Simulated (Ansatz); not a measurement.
Crystal: TaTl.

```
Ta Tl
1.0
     3.62212    0.00000    0.00000
     0.00000    3.62212    0.00000
     0.00000    0.00000    3.62212
Ta Tl
1 1
Cartesian
  0.0000 0.0000 0.0000
  1.8111 1.8111 1.8111
```

The cell was built by a generator and needn't be a form met in nature.

Base run:

| Quantity | Value |
| --- | --- |
| Program | Ansatz 0.2.0 |
| Functional | r2SCAN |
| Potentials or basis | Ansatz PAW |
| Cutoff | 500 eV (not typed: the program's choice for these potentials) |
| k mesh | 7 × 7 × 7 |
| Occupations | fermi-dirac, width 0.05 eV |
| Spin | no spin polarisation |

Its results: band gap on the k mesh none (metal or under the smearing width); pressure -16.4 GPa.

After a change of settings the same cell gave: band gap on the k mesh none (metal or under the smearing width); pressure -11.3 GPa. Which change was it?
A. functional from r2SCAN to PBEsol; cutoff from 500 eV (not typed: the program's choice for these potentials) to 420 eV (not typed: the program's choice for these potentials)
B. functional from r2SCAN to BLYP; cutoff from 500 eV (not typed: the program's choice for these potentials) to 420 eV (not typed: the program's choice for these potentials)
C. functional from r2SCAN to LDA; cutoff from 500 eV (not typed: the program's choice for these potentials) to 420 eV (not typed: the program's choice for these potentials); k mesh from 7 × 7 × 7 to 5 × 5 × 5
D. functional from r2SCAN to RPBE; cutoff from 500 eV (not typed: the program's choice for these potentials) to 420 eV (not typed: the program's choice for these potentials)

D.

Caveats: spin-orbit coupling is left out, which moves the levels of the heavy elements; the PAW data sets come from PBE, with cores solved anew for the run's functional, which leaves a small shift of forces and pressure.

Runs at the PBE level aren't shown here.
